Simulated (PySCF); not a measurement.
**A gas-phase reaction: CH11N3OSi3 → H8N3Si3 + CH3O**

What reaction energy should one expect for `CO[SiH]1N[SiH2]N[SiH2]N1` → `N1[SiH]N[SiH2]N[SiH2]1` + `C[O]`?

Computed with PySCF 2.14.0; each step states its level. No surroundings beyond the atoms listed, unless a continuum is named. Atoms count from 0, parts from 1.

### Step 1. The system as given

Each species was relaxed by itself at GFN2-xTB.

### Step 2. Energies of the species: PBE0-D3(BJ)/def2-SVP

The job: settings as JSON, then the geometry in Å.

```
{"job": {"kind": "react", "xc": "PBE0", "basis": "def2-SVP", "disp": "d3bj"}, "charge": 0, "multiplicity": 1}
-1 CH11N3OSi3 charge 0 multiplicity 1
C     -2.942140     1.235810     0.974830
O     -2.206110     0.279490     0.286900
Si    -0.643930    -0.081450     0.553270
N      0.438450     1.174610     0.078760
Si     2.061270     0.926970    -0.450000
N      2.291210    -0.781730    -0.505890
Si     1.159060    -2.015530    -0.930780
N     -0.390270    -1.435160    -0.469150
H     -2.534610     2.237680     0.815250
H     -2.939560     1.030890     2.048250
H     -3.968670     1.205810     0.606810
H     -0.419360    -0.395430     1.971690
H      0.100580     2.120710     0.060250
H      2.229180     1.578940    -1.759150
H      3.023190     1.451620     0.530430
H      3.251980    -1.077870    -0.502790
H      1.554990    -3.207710    -0.166650
H      1.130030    -2.292160    -2.375130
H     -1.195290    -1.955500    -0.766900

+1 H8N3Si3 charge 0 multiplicity 2
N     -1.416360     0.826540    -0.478490
Si    -0.163310     1.978280    -0.145860
N      1.292820     1.123980     0.244840
Si     1.547750    -0.570350     0.446510
N     -0.011700    -1.282650     0.635500
Si    -1.481010    -0.868580    -0.166200
H     -2.264990     1.223950    -0.844520
H      0.067300     2.742040    -1.387140
H      2.104320     1.703310     0.376700
H      2.253870    -1.103920    -0.731870
H      2.297960    -0.819190     1.682400
H     -0.013170    -2.186590     1.073310
H     -1.630080    -1.571790    -1.452580
H     -2.583410    -1.195050     0.747400

+1 CH3O charge 0 multiplicity 2
C     -0.015540    -0.033820    -0.017240
O      1.288080    -0.174690     0.013840
H     -0.294080     0.912040    -0.538970
H     -0.567650    -0.879930    -0.462180
H     -0.410810     0.176400     1.004550
```

Level: PBE0-D3(BJ)/def2-SVP reaction energy of separated species, gas phase.

The run is started by

```
OMP_NUM_THREADS=1 python cluster_run.py task.json out
```

The driver reads the jobs from task.json and runs them one after another.

The log of the run:

```text
species 1 (CH11N3OSi3)
coarse grid: 17056 points
cycle   1  E = -1151.3998775075  dE =  1.033e+00  |g| = 8.896e-01  |ddm| = 4.363e+00
cycle   2  E = -1151.2321796300  dE =  1.677e-01  |g| = 1.255e+00  |ddm| = 1.936e+00
cycle   3  E = -1151.5587911069  dE = -3.266e-01  |g| = 8.118e-02  |ddm| = 1.253e+00
cycle   4  E = -1151.5596487831  dE = -8.577e-04  |g| = 5.030e-02  |ddm| = 9.934e-02
cycle   5  E = -1151.5601480003  dE = -4.992e-04  |g| = 7.470e-03  |ddm| = 4.666e-02
cycle   6  E = -1151.5601607992  dE = -1.280e-05  |g| = 1.802e-03  |ddm| = 9.988e-03
cycle   7  E = -1151.5601615765  dE = -7.773e-07  |g| = 3.666e-04  |ddm| = 2.032e-03
final grid: 150264 points
cycle   8  E = -1151.6976732991  dE = -1.448e-05  |g| = 1.050e-02  |ddm| = 2.161e-02
cycle   9  E = -1151.6976502906  dE =  2.301e-05  |g| = 1.505e-02  |ddm| = 1.979e-02
cycle  10  E = -1151.6976961364  dE = -4.585e-05  |g| = 1.009e-03  |ddm| = 1.197e-02
cycle  11  E = -1151.6976963736  dE = -2.372e-07  |g| = 1.167e-04  |ddm| = 1.028e-03
cycle  12  E = -1151.6976963755  dE = -1.850e-09  |g| = 7.318e-05  |ddm| = 1.581e-04
cycle  13  E = -1151.6976963766  dE = -1.105e-09  |g| = 1.367e-05  |ddm| = 6.772e-05
cycle  14  E = -1151.6976963766  dE = -3.479e-11  |g| = 2.464e-06  |ddm| = 1.650e-05
converged SCF energy = -1151.6976963766

species 2 (H8N3Si3)
coarse grid: 13024 points
cycle   1  E = -1036.4743944866  dE =  6.558e-01  |g| = 4.787e-01  |ddm| = 2.735e+00
cycle   2  E = -1036.3725772830  dE =  1.018e-01  |g| = 6.651e-01  |ddm| = 1.025e+00
cycle   3  E = -1036.5733157055  dE = -2.007e-01  |g| = 3.694e-02  |ddm| = 6.590e-01
cycle   4  E = -1036.5740911314  dE = -7.754e-04  |g| = 1.014e-02  |ddm| = 6.486e-02
cycle   5  E = -1036.5741428196  dE = -5.169e-05  |g| = 5.683e-03  |ddm| = 1.683e-02
cycle   6  E = -1036.5741581972  dE = -1.538e-05  |g| = 1.347e-03  |ddm| = 6.459e-03
cycle   7  E = -1036.5741595794  dE = -1.382e-06  |g| = 4.146e-04  |ddm| = 2.642e-03
final grid: 111736 points
cycle   8  E = -1036.6894191014  dE = -7.775e-06  |g| = 5.497e-03  |ddm| = 1.163e-02
cycle   9  E = -1036.6894040630  dE =  1.504e-05  |g| = 8.045e-03  |ddm| = 1.175e-02
cycle  10  E = -1036.6894325075  dE = -2.844e-05  |g| = 1.549e-04  |ddm| = 7.059e-03
cycle  11  E = -1036.6894325195  dE = -1.193e-08  |g| = 8.190e-05  |ddm| = 2.624e-04
cycle  12  E = -1036.6894325226  dE = -3.120e-09  |g| = 3.497e-05  |ddm| = 1.054e-04
cycle  13  E = -1036.6894325233  dE = -6.598e-10  |g| = 7.763e-06  |ddm| = 4.525e-05
converged SCF energy = -1036.6894325233

species 3 (CH3O)
coarse grid: 4032 points
cycle   1  E = -114.7130465527  dE =  1.296e-01  |g| = 4.151e-01  |ddm| = 1.474e+00
cycle   2  E = -114.6138299098  dE =  9.922e-02  |g| = 6.820e-01  |ddm| = 1.009e+00
cycle   3  E = -114.8062908131  dE = -1.925e-01  |g| = 5.537e-02  |ddm| = 6.754e-01
cycle   4  E = -114.8083706369  dE = -2.080e-03  |g| = 2.260e-02  |ddm| = 9.144e-02
cycle   5  E = -114.8086632189  dE = -2.926e-04  |g| = 7.812e-03  |ddm| = 2.466e-02
cycle   6  E = -114.8087083728  dE = -4.515e-05  |g| = 1.267e-03  |ddm| = 1.132e-02
cycle   7  E = -114.8087096796  dE = -1.307e-06  |g| = 2.466e-04  |ddm| = 2.028e-03
final grid: 38536 points
cycle   8  E = -114.8301710359  dE = -7.089e-06  |g| = 3.808e-03  |ddm| = 8.115e-03
cycle   9  E = -114.8301670677  dE =  3.968e-06  |g| = 4.938e-03  |ddm| = 5.906e-03
cycle  10  E = -114.8301770219  dE = -9.954e-06  |g| = 2.614e-04  |ddm| = 3.499e-03
cycle  11  E = -114.8301770555  dE = -3.361e-08  |g| = 6.942e-05  |ddm| = 2.868e-04
cycle  12  E = -114.8301770594  dE = -3.872e-09  |g| = 1.932e-05  |ddm| = 1.004e-04
cycle  13  E = -114.8301770604  dE = -9.990e-10  |g| = 1.003e-05  |ddm| = 5.971e-05
converged SCF energy = -114.8301770604

Reaction energy = 113.716 kcal/mol
```

It took 46 s on 1 thread of Arm Neoverse N1, shared host; peak memory 0.64 GiB.

Species by species (with the dispersion term, which the log's SCF energies lack):

```csv
ν,species,energy (Eh),HOMO (eV)
-1,CO[SiH]1N[SiH2]N[SiH2]N1,-1151.71690,-7.03
+1,N1[SiH]N[SiH2]N[SiH2]1,-1036.70434,-4.89
+1,C[O],-114.83134,-7.37
```

### Step 3. Reaction energy: TPSS-D3(BJ)/def2-SVP

Same as in step 2 but for these lines:

```diff
@@ -1,2 +1,2 @@
-{"job": {"kind": "react", "xc": "PBE0", "basis": "def2-SVP", "disp": "d3bj"}, "charge": 0, "multiplicity": 1}
+{"job": {"kind": "react", "xc": "TPSS", "basis": "def2-SVP", "disp": "d3bj"}, "charge": 0, "multiplicity": 1}
 -1 CH11N3OSi3 charge 0 multiplicity 1
```

Level: TPSS-D3(BJ)/def2-SVP reaction energy of separated species, gas phase.

The log of the run:

```text
species 1 (CH11N3OSi3)
coarse grid: 72152 points
cycle   1  E = -1152.2494326061  dE =  9.249e-01  |g| = 1.095e+00  |ddm| = 4.450e+00
cycle   2  E = -1151.6222288288  dE =  6.272e-01  |g| = 1.996e+00  |ddm| = 3.176e+00
cycle   3  E = -1152.4868760592  dE = -8.646e-01  |g| = 1.800e-01  |ddm| = 2.428e+00
cycle   4  E = -1152.4913530503  dE = -4.477e-03  |g| = 1.195e-01  |ddm| = 2.594e-01
cycle   5  E = -1152.4941639615  dE = -2.811e-03  |g| = 2.041e-02  |ddm| = 1.225e-01
cycle   6  E = -1152.4942716587  dE = -1.077e-04  |g| = 6.041e-03  |ddm| = 3.271e-02
cycle   7  E = -1152.4942808015  dE = -9.143e-06  |g| = 9.592e-04  |ddm| = 6.854e-03
final grid: 150264 points
cycle   8  E = -1152.4942290530  dE =  1.288e-07  |g| = 1.455e-03  |ddm| = 3.187e-03
cycle   9  E = -1152.4942282045  dE =  8.485e-07  |g| = 2.460e-03  |ddm| = 3.239e-03
cycle  10  E = -1152.4942295126  dE = -1.308e-06  |g| = 2.624e-04  |ddm| = 2.150e-03
cycle  11  E = -1152.4942295296  dE = -1.699e-08  |g| = 2.513e-05  |ddm| = 2.873e-04
cycle  12  E = -1152.4942295298  dE = -1.735e-10  |g| = 3.247e-06  |ddm| = 3.389e-05
converged SCF energy = -1152.4942295298

species 2 (H8N3Si3)
coarse grid: 54376 points
cycle   1  E = -1037.1854972186  dE =  5.964e-01  |g| = 6.056e-01  |ddm| = 2.779e+00
cycle   2  E = -1036.7589191707  dE =  4.266e-01  |g| = 1.100e+00  |ddm| = 1.679e+00
cycle   3  E = -1037.3398613797  dE = -5.809e-01  |g| = 7.981e-02  |ddm| = 1.285e+00
cycle   4  E = -1037.3435358367  dE = -3.674e-03  |g| = 3.016e-02  |ddm| = 1.655e-01
cycle   5  E = -1037.3439351174  dE = -3.993e-04  |g| = 1.449e-02  |ddm| = 4.335e-02
cycle   6  E = -1037.3440277679  dE = -9.265e-05  |g| = 3.837e-03  |ddm| = 1.710e-02
cycle   7  E = -1037.3440357104  dE = -7.942e-06  |g| = 6.214e-04  |ddm| = 5.274e-03
final grid: 111736 points
cycle   8  E = -1037.3439460215  dE =  2.158e-07  |g| = 1.070e-03  |ddm| = 2.340e-03
cycle   9  E = -1037.3439443108  dE =  1.711e-06  |g| = 2.191e-03  |ddm| = 3.264e-03
cycle  10  E = -1037.3439465705  dE = -2.260e-06  |g| = 1.747e-04  |ddm| = 2.139e-03
cycle  11  E = -1037.3439465881  dE = -1.768e-08  |g| = 3.205e-05  |ddm| = 2.545e-04
cycle  12  E = -1037.3439465886  dE = -4.084e-10  |g| = 1.518e-05  |ddm| = 3.964e-05
converged SCF energy = -1037.3439465886

species 3 (CH3O)
coarse grid: 17776 points
cycle   1  E = -114.8862918305  dE =  1.236e-01  |g| = 4.310e-01  |ddm| = 1.503e+00
cycle   2  E = -114.6233869629  dE =  2.629e-01  |g| = 8.907e-01  |ddm| = 1.580e+00
cycle   3  E = -114.9761721759  dE = -3.528e-01  |g| = 5.248e-02  |ddm| = 1.253e+00
cycle   4  E = -114.9769651135  dE = -7.929e-04  |g| = 3.863e-02  |ddm| = 8.341e-02
cycle   5  E = -114.9776742970  dE = -7.092e-04  |g| = 6.444e-03  |ddm| = 3.388e-02
cycle   6  E = -114.9776966880  dE = -2.239e-05  |g| = 1.281e-03  |ddm| = 8.961e-03
cycle   7  E = -114.9776976512  dE = -9.632e-07  |g| = 2.294e-04  |ddm| = 1.688e-03
final grid: 38536 points
cycle   8  E = -114.9777306420  dE = -1.184e-08  |g| = 2.663e-04  |ddm| = 5.809e-04
cycle   9  E = -114.9777305929  dE =  4.905e-08  |g| = 4.355e-04  |ddm| = 6.623e-04
cycle  10  E = -114.9777306772  dE = -8.428e-08  |g| = 5.282e-05  |ddm| = 4.065e-04
cycle  11  E = -114.9777306786  dE = -1.371e-09  |g| = 1.596e-05  |ddm| = 5.521e-05
cycle  12  E = -114.9777306789  dE = -3.121e-10  |g| = 7.474e-06  |ddm| = 4.670e-05
converged SCF energy = -114.9777306789

Reaction energy = 110.988 kcal/mol
```

Run time: 90 s. Hardware: 1 thread of Arm Neoverse N1, shared host; peak memory 0.47 GiB.

Reaction energy at this level: 111.0 kcal/mol.

### Step 4. Energies of the species: BLYP/STO-3G

Same as in step 3 but for these lines:

```diff
@@ -1,2 +1,2 @@
-{"job": {"kind": "react", "xc": "TPSS", "basis": "def2-SVP", "disp": "d3bj"}, "charge": 0, "multiplicity": 1}
+{"job": {"kind": "react", "xc": "BLYP", "basis": "STO-3G"}, "charge": 0, "multiplicity": 1}
 -1 CH11N3OSi3 charge 0 multiplicity 1
```

Level: BLYP/STO-3G reaction energy of separated species, gas phase.

The log of the run:

```text
species 1 (CH11N3OSi3)
coarse grid: 17056 points
cycle   1  E = -1138.4445571459  dE =  1.117e+00  |g| = 1.128e+00  |ddm| = 5.520e+00
cycle   2  E = -1137.8849333694  dE =  5.596e-01  |g| = 1.820e+00  |ddm| = 4.185e+00
cycle   3  E = -1138.8555809704  dE = -9.706e-01  |g| = 1.153e-01  |ddm| = 2.752e+00
cycle   4  E = -1138.8592885679  dE = -3.708e-03  |g| = 6.905e-02  |ddm| = 3.084e-01
cycle   5  E = -1138.8606422983  dE = -1.354e-03  |g| = 1.943e-02  |ddm| = 1.188e-01
cycle   6  E = -1138.8607750998  dE = -1.328e-04  |g| = 2.025e-03  |ddm| = 3.543e-02
cycle   7  E = -1138.8607766774  dE = -1.578e-06  |g| = 5.070e-04  |ddm| = 4.168e-03
final grid: 150264 points
cycle   8  E = -1138.7771224200  dE = -6.077e-07  |g| = 6.608e-03  |ddm| = 1.849e-02
cycle   9  E = -1138.7771104089  dE =  1.201e-05  |g| = 9.160e-03  |ddm| = 2.203e-02
cycle  10  E = -1138.7771355762  dE = -2.517e-05  |g| = 7.873e-04  |ddm| = 1.340e-02
cycle  11  E = -1138.7771357845  dE = -2.083e-07  |g| = 1.112e-04  |ddm| = 1.387e-03
cycle  12  E = -1138.7771357887  dE = -4.222e-09  |g| = 3.023e-05  |ddm| = 2.246e-04
cycle  13  E = -1138.7771357890  dE = -2.724e-10  |g| = 5.482e-06  |ddm| = 4.805e-05
converged SCF energy = -1138.7771357890

species 2 (H8N3Si3)
coarse grid: 13024 points
cycle   1  E = -1024.8925638230  dE =  6.453e-01  |g| = 7.079e-01  |ddm| = 3.443e+00
cycle   2  E = -1024.1833686882  dE =  7.092e-01  |g| = 1.291e+00  |ddm| = 2.815e+00
cycle   3  E = -1025.2125126032  dE = -1.029e+00  |g| = 7.653e-02  |ddm| = 2.030e+00
cycle   4  E = -1025.2177518127  dE = -5.239e-03  |g| = 3.017e-02  |ddm| = 2.401e-01
cycle   5  E = -1025.2184700249  dE = -7.182e-04  |g| = 6.242e-03  |ddm| = 5.739e-02
cycle   6  E = -1025.2184876482  dE = -1.762e-05  |g| = 4.014e-03  |ddm| = 1.616e-02
cycle   7  E = -1025.2184981426  dE = -1.049e-05  |g| = 9.526e-04  |ddm| = 7.754e-03
cycle   8  E = -1025.2184987059  dE = -5.633e-07  |g| = 3.909e-04  |ddm| = 2.223e-03
final grid: 111736 points
cycle   9  E = -1025.1547836058  dE =  1.126e-06  |g| = 3.546e-03  |ddm| = 9.362e-03
cycle  10  E = -1025.1547702914  dE =  1.331e-05  |g| = 5.712e-03  |ddm| = 1.391e-02
cycle  11  E = -1025.1547915815  dE = -2.129e-05  |g| = 4.416e-04  |ddm| = 9.148e-03
cycle  12  E = -1025.1547917254  dE = -1.439e-07  |g| = 1.294e-04  |ddm| = 9.519e-04
cycle  13  E = -1025.1547917356  dE = -1.020e-08  |g| = 4.008e-05  |ddm| = 2.691e-04
cycle  14  E = -1025.1547917366  dE = -1.080e-09  |g| = 1.236e-05  |ddm| = 8.774e-05
cycle  15  E = -1025.1547917368  dE = -1.064e-10  |g| = 2.375e-06  |ddm| = 2.372e-05
converged SCF energy = -1025.1547917368

species 3 (CH3O)
coarse grid: 4032 points
cycle   1  E = -113.4085892943  dE =  1.862e-01  |g| = 2.890e-01  |ddm| = 1.907e+00
cycle   2  E = -113.3275683263  dE =  8.102e-02  |g| = 4.868e-01  |ddm| = 1.171e+00
cycle   3  E = -113.4793939975  dE = -1.518e-01  |g| = 3.700e-02  |ddm| = 7.308e-01
cycle   4  E = -113.4804366737  dE = -1.043e-03  |g| = 1.499e-02  |ddm| = 8.413e-02
cycle   5  E = -113.4805866970  dE = -1.500e-04  |g| = 1.523e-03  |ddm| = 2.277e-02
cycle   6  E = -113.4805887188  dE = -2.022e-06  |g| = 3.475e-04  |ddm| = 3.730e-03
final grid: 38536 points
cycle   7  E = -113.4602867701  dE = -3.152e-06  |g| = 2.097e-03  |ddm| = 6.901e-03
cycle   8  E = -113.4602862800  dE =  4.901e-07  |g| = 2.322e-03  |ddm| = 5.665e-03
cycle   9  E = -113.4602894677  dE = -3.188e-06  |g| = 1.620e-04  |ddm| = 2.934e-03
cycle  10  E = -113.4602894894  dE = -2.167e-08  |g| = 2.175e-05  |ddm| = 3.349e-04
cycle  11  E = -113.4602894903  dE = -9.469e-10  |g| = 5.834e-06  |ddm| = 1.567e-04
converged SCF energy = -113.4602894903

Reaction energy = 101.691 kcal/mol
```

Run time: 24 s. Hardware: 1 thread of Arm Neoverse N1, shared host; peak memory 0.42 GiB.

A minimal basis is unusable here, so the run is left out of the summary.

### Step 5. Reaction energy: OLYP/6-31G*

Same as in step 4 but for these lines:

```diff
@@ -1,2 +1,2 @@
-{"job": {"kind": "react", "xc": "BLYP", "basis": "STO-3G"}, "charge": 0, "multiplicity": 1}
+{"job": {"kind": "react", "xc": "OLYP", "basis": "6-31G*", "scf": {"conv": 1e-11}}, "charge": 0, "multiplicity": 1}
 -1 CH11N3OSi3 charge 0 multiplicity 1
```

Level: OLYP/6-31G* reaction energy of separated species, gas phase.

The log of the run:

```text
species 1 (CH11N3OSi3)
final grid: 150264 points
cycle   1  E = -1152.3920010113  dE =  1.009e+00  |g| = 1.097e+00  |ddm| = 4.116e+00
cycle   2  E = -1151.6667772717  dE =  7.252e-01  |g| = 2.087e+00  |ddm| = 3.320e+00
cycle   3  E = -1152.6423888812  dE = -9.756e-01  |g| = 1.697e-01  |ddm| = 2.565e+00
cycle   4  E = -1152.6465354404  dE = -4.147e-03  |g| = 1.172e-01  |ddm| = 2.577e-01
cycle   5  E = -1152.6492137199  dE = -2.678e-03  |g| = 2.310e-02  |ddm| = 1.188e-01
cycle   6  E = -1152.6493507161  dE = -1.370e-04  |g| = 7.463e-03  |ddm| = 3.616e-02
cycle   7  E = -1152.6493645764  dE = -1.386e-05  |g| = 1.018e-03  |ddm| = 7.598e-03
cycle   8  E = -1152.6493648071  dE = -2.307e-07  |g| = 3.783e-04  |ddm| = 1.372e-03
cycle   9  E = -1152.6493648368  dE = -2.972e-08  |g| = 1.592e-04  |ddm| = 4.756e-04
cycle  10  E = -1152.6493648427  dE = -5.832e-09  |g| = 2.939e-05  |ddm| = 1.772e-04
cycle  11  E = -1152.6493648429  dE = -2.201e-10  |g| = 6.487e-06  |ddm| = 3.925e-05
cycle  12  E = -1152.6493648429  dE = -8.185e-12  |g| = 1.765e-06  |ddm| = 1.027e-05
converged SCF energy = -1152.6493648429

species 2 (H8N3Si3)
final grid: 111736 points
cycle   1  E = -1037.3131367124  dE =  6.676e-01  |g| = 6.072e-01  |ddm| = 2.586e+00
cycle   2  E = -1036.7936118757  dE =  5.195e-01  |g| = 1.175e+00  |ddm| = 1.728e+00
cycle   3  E = -1037.4753050441  dE = -6.817e-01  |g| = 7.478e-02  |ddm| = 1.349e+00
cycle   4  E = -1037.4786984424  dE = -3.393e-03  |g| = 3.049e-02  |ddm| = 1.655e-01
cycle   5  E = -1037.4791209791  dE = -4.225e-04  |g| = 1.501e-02  |ddm| = 4.450e-02
cycle   6  E = -1037.4792220811  dE = -1.011e-04  |g| = 3.933e-03  |ddm| = 1.701e-02
cycle   7  E = -1037.4792305539  dE = -8.473e-06  |g| = 6.869e-04  |ddm| = 5.209e-03
cycle   8  E = -1037.4792306481  dE = -9.420e-08  |g| = 6.409e-04  |ddm| = 1.363e-03
cycle   9  E = -1037.4792308436  dE = -1.955e-07  |g| = 1.211e-04  |ddm| = 6.752e-04
cycle  10  E = -1037.4792308537  dE = -1.007e-08  |g| = 3.361e-05  |ddm| = 2.615e-04
cycle  11  E = -1037.4792308544  dE = -7.421e-10  |g| = 1.329e-05  |ddm| = 6.527e-05
cycle  12  E = -1037.4792308545  dE = -8.140e-11  |g| = 8.427e-06  |ddm| = 1.993e-05
cycle  13  E = -1037.4792308545  dE = -2.728e-11  |g| = 2.992e-06  |ddm| = 1.029e-05
cycle  14  E = -1037.4792308545  dE = -3.638e-12  |g| = 8.766e-07  |ddm| = 5.220e-06
converged SCF energy = -1037.4792308545

species 3 (CH3O)
final grid: 38536 points
cycle   1  E = -114.9089185848  dE =  1.458e-01  |g| = 4.389e-01  |ddm| = 1.386e+00
cycle   2  E = -114.5806411504  dE =  3.283e-01  |g| = 9.605e-01  |ddm| = 1.882e+00
cycle   3  E = -115.0025919159  dE = -4.220e-01  |g| = 6.153e-02  |ddm| = 1.526e+00
cycle   4  E = -115.0033942826  dE = -8.024e-04  |g| = 5.247e-02  |ddm| = 9.985e-02
cycle   5  E = -115.0046734492  dE = -1.279e-03  |g| = 6.768e-03  |ddm| = 4.057e-02
cycle   6  E = -115.0047006027  dE = -2.715e-05  |g| = 1.483e-03  |ddm| = 1.312e-02
cycle   7  E = -115.0047026985  dE = -2.096e-06  |g| = 5.129e-04  |ddm| = 4.636e-03
cycle   8  E = -115.0047034023  dE = -7.038e-07  |g| = 3.125e-04  |ddm| = 4.204e-03
cycle   9  E = -115.0047037877  dE = -3.854e-07  |g| = 1.925e-04  |ddm| = 3.468e-03
cycle  10  E = -115.0047040824  dE = -2.947e-07  |g| = 6.675e-05  |ddm| = 5.551e-03
cycle  11  E = -115.0047040995  dE = -1.705e-08  |g| = 1.070e-05  |ddm| = 1.574e-03
cycle  12  E = -115.0047040995  dE = -4.488e-11  |g| = 5.100e-06  |ddm| = 4.739e-05
cycle  13  E = -115.0047040996  dE = -3.794e-11  |g| = 1.257e-06  |ddm| = 7.352e-05
cycle  14  E = -115.0047040996  dE = -1.421e-12  |g| = 6.223e-07  |ddm| = 1.372e-05
converged SCF energy = -115.0047040996

Reaction energy = 103.809 kcal/mol
```

Wall time 74 s (1 thread of Arm Neoverse N1, shared host); peak memory 0.46 GiB.

Reaction energy at this level: 103.8 kcal/mol.

### Step 6. Comparing the runs

Energies in kcal/mol, with wall time:

```csv
run,reaction,time
PBE0-D3(BJ)/def2-SVP,113.7,46 s
TPSS-D3(BJ)/def2-SVP,111.0,90 s
OLYP/6-31G*,103.8,74 s
```

### Step 7. Outcome

```
                                                quantity                                              value
                  reaction energy (PBE0-D3(BJ)/def2-SVP)                                     113.7 kcal/mol
                     ΔH, ΔG at 298 K (xTB thermal terms)                             +108.7, +95.9 kcal/mol
range of the reaction energy over the runs of this table                            103.8 to 113.7 kcal/mol
                                                    runs  4, of which 0 failed and 1 ended on unsound input
```

**Reading.** The reaction is endothermic by 108.7 kcal/mol in the gas phase; dispersion gives +1.96, and xTB itself gave 142.5 for the electronic energy (xTB energies and thermal terms come from the earlier relaxation of each species, not shown). No barrier was sought. xTB and this level differ widely in the electronic energy, so what comes from xTB (the thermal terms above all) is less safe here. The reaction energy runs from 103.8 (OLYP/6-31G*) to 113.7 kcal/mol (PBE0-D3(BJ)/def2-SVP). Some runs hold a dispersion term and some don't.
